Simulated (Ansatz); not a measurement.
# SrTiO3: the cost of one run

Program: Ansatz 0.2.0. Level of theory: DFT PBEsol, scalar-relativistic, plane waves, PAW. These are calculated values, not measurements.

2 further runs of the same task are left out: 1 that didn't finish, 1 set aside as unsound or not needed.

## Step 1: The starting structure

It takes space group Pm-3m (No. 221, cubic). Conventional cell: a = 3.936 Å, b = 3.936 Å, c = 3.936 Å, α = 90.00°, β = 90.00°, γ = 90.00°. Sr (site symmetry m-3m) has 12 O at 2.78 Å as nearest neighbours. Ti (site symmetry m-3m) has 6 O at 1.97 Å as nearest neighbours. O (site symmetry 4/mmm) is surrounded by 2 Ti at 1.97 Å and 4 Sr at 2.78 Å.

Structure file:

```
CELL_PARAMETERS angstrom
3.93640 0.00000 0.00000
0.00000 3.93640 0.00000
0.00000 0.00000 3.93640
ATOMIC_POSITIONS crystal
Sr 0.50000 0.50000 0.50000
Ti 0.00000 0.00000 0.00000
O 0.50000 0.00000 0.00000
O 0.00000 0.50000 0.00000
O 0.00000 0.00000 0.50000
```

This cell was relaxed beforehand with the same method: volume 12.20 Å³/atom, gap on the mesh 1.84 eV.

## Step 2: Relaxing with PBEsol

File input.yaml:

```yaml
crystal:
  lattice:
    - [3.9364041186, 0.0, 0.0]
    - [0.0, 3.9364041186, 0.0]
    - [0.0, 0.0, 3.9364041186]
  atoms:
    - { symbol: Sr, position: [0.5, 0.5, 0.5] }
    - { symbol: Ti, position: [0.0, 0.0, 0.0] }
    - { symbol: O, position: [0.5, 0.0, 0.0] }
    - { symbol: O, position: [0.0, 0.5, 0.0] }
    - { symbol: O, position: [0.0, 0.0, 0.5] }
basis:
  ecutwfc: 420
kpoints:
  mp_grid: { grid: [8, 8, 8] }
hamiltonian:
  xc: pbesol
scf:
  occupations: { method: gaussian, width: 0.02 }
output:
  forces: true
  stress: true
  eigenvalues: true
  write_density: true
  write_potential: true
  elf: true
  volumetric_format: npy
relax:
  adjacent_minimum: "off"
  f_tol: 0.005
  max_steps: 50
  cell: { stress_tol: 0.05 }
```

Command:

```sh
$ ansatz run input.yaml --threads 2 --pin off --max-ram 5120MiB --backend cpu --events-out ev --progress --plain --runs-dir out
```

Q: Estimate wall time and peak memory on 2 threads of Intel Xeon Platinum 8488C (Sapphire Rapids), shared host.

About 8.4 s, with a peak of 0.45 GiB.
